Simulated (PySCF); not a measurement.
# Cl5CrH2O ([Cr(H2O)Cl5]3-): the cost of one run

Computed with PySCF 2.14.0 and routines of our own; the level stands in each step. Atoms count from 0.

## Step 1: The starting structure

9 atoms, charge -3, states of the metal's open shell are computed; geometry from: GFN2-xTB.

## Step 2: Ligand-field states: state-averaged CASSCF in dichloromethane

What the job is given:

```
{"job": {"kind": "lf", "basis": {"metal": "x2c-TZVPall", "ligand": "x2c-SVPall"}, "nevpt": true, "tol": 5, "solvent": "dichloromethane"}, "charge": -3, "metal": "Cr", "open_shell": "d4"}
Cr     0.000000     0.000000     0.000000
O     -0.148586    -0.142770     2.311400
H      0.028794    -1.074640     2.556154
H     -1.066776     0.021000     2.558649
Cl    -0.014716    -0.019935    -2.475662
Cl     2.426248     0.001843     0.016849
Cl    -2.409719     0.006962     0.157038
Cl     0.004080     2.424163     0.022363
Cl     0.009200    -2.412111     0.151531
```

Level: state-averaged CASSCF of the metal d shell, SC-NEVPT2 on the averaged canonical orbitals, state-interaction spin-orbit coupling.

Run with:

```
OMP_NUM_THREADS=1 python lf_run.py task.json out
```

One launch serves the whole session: the jobs run in the order shown.

**Question.** How long does this first job take on 1 thread of AMD EPYC 7R13, shared host, and how much memory does it need?

About 17 s, with a peak of 0.42 GiB.
